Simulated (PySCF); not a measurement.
**[La(SH)4]−: other functionals and bases at one geometry**

The task here is to estimate one member of a computed series from the others.

Method: several levels, as the steps say, no spin–orbit coupling; program: PySCF 2.14.0.

1 further run of the same task is left out (for a known fault of the program).

**The starting structure**

9 atoms, charge -1, spin multiplicity 1.

Bond lengths: La1–S2 2.793 Å, La1–S4 2.793 Å, La1–S6 2.793 Å, La1–S8 2.793 Å, S2–H3 1.355 Å, S4–H5 1.355 Å, S6–H7 1.355 Å, S8–H9 1.355 Å. Angles: S2–La1–S4 111.5°, S2–La1–S6 108.5°, S2–La1–S8 108.5°, S4–La1–S6 108.5°, S4–La1–S8 108.5°, S6–La1–S8 111.5°, La1–S2–H3 89.6°, La1–S4–H5 89.6°, La1–S6–H7 89.6°, La1–S8–H9 89.6°.

As a file:

```csv
atom,x (Å),y (Å),z (Å)
La1,0.0000,0.0000,0.0000
S2,1.7569,1.4979,1.5726
H3,2.7901,1.0731,0.8059
S4,-1.7569,-1.4979,1.5726
H5,-2.7901,-1.0731,0.8059
S6,1.4978,-1.7569,-1.5726
H7,1.0729,-2.7900,-0.8060
S8,-1.4978,1.7569,-1.5726
H9,-1.0729,2.7900,-0.8060
```

Formal oxidation states: La +3. The 4f shell is empty and lies in the core potential. An earlier session relaxed this geometry at PBE0, La lcecp-1-SVP with ECP46, S def2-SVP, H def2-SVP (singlet, point group S4).

At PBE0 on the finer grid: E = -1625.999572 Eh, HOMO -3.10 eV, LUMO 2.67 eV, Mulliken charge on La1 +0.65 e, largest force component 0.006 eV/Å. The large-core potential holds the 4f shell empty.

Levels to run: wB97X; TPSS; PBE0, TZVP. Hardware: 2 threads of AMD EPYC 7R43 (Zen 3), shared host.

Set-up of the first run:

run.py (the lines that set the calculation)

```python
mol = gto.M(atom='''
La     0.00000     0.00000     0.00002
S      1.75685     1.49789     1.57261
H      2.79009     1.07307     0.80594
S     -1.75685    -1.49789     1.57261
H     -2.79009    -1.07307     0.80594
S      1.49777    -1.75685    -1.57262
H      1.07285    -2.79004    -0.80595
S     -1.49777     1.75685    -1.57262
H     -1.07285     2.79004    -0.80595''',
    basis={'La': 'lcecp-1-SVP', 'S': 'def2-SVP', 'H': 'def2-SVP'},
    ecp={'La': 'lcecp-1-SVP'},
    charge=-1, spin=0)
mf = dft.RKS(mol, xc='WB97X')
mf.grids.atom_grid = (75, 302)  # f atoms: unpruned, at least (60, 302)
mf = mf.density_fit()  # fitting sets: La AutoAux, S def2-universal-JKFIT, H def2-universal-JKFIT
mf.conv_tol = 1e-08; mf.max_cycle = 55
mf.kernel(dm0)  # dm0: the density of the relaxed state
```

On the command line:

```
OMP_NUM_THREADS=2 python run.py
```

Steps of the session up to this table: wB97X; TPSS; PBE0, TZVP.

One table of the session follows, with a row left open; its other results are not shown here.

| level | HOMO (eV) | gap (eV) | charge on La1 (e) | largest force component (eV/Å) |
| --- | --- | --- | --- | --- |
| PBE0 (relaxed here) | -3.10 | 5.77 | 0.65 | 0.01 |
| wB97X | -5.44 | 9.57 | 0.68 | 0.12 |
| TPSS | ? | ? | ? | ? |
| PBE0, TZVP | -3.33 | 5.86 | 1.19 | 0.18 |

Q: Estimate the row for TPSS from the others.

The run gave: HOMO (eV): -2.02; gap (eV): 4.29; charge on La1 (e): 0.63; largest force component (eV/Å): 0.18. In the column «HOMO (eV)» it is the highest.

In one basis the HOMO–LUMO gap runs from 4.29 eV (TPSS) to 9.57 eV (wB97X). The largest leftover force, 0.18 eV/Å with PBE0, TZVP, stands at a geometry relaxed at another level. With 4f in the core, its levels are missing from HOMO and gap, and its count is fixed, so no charge can pass from the ligands into it. Total energies of different levels can't be compared.
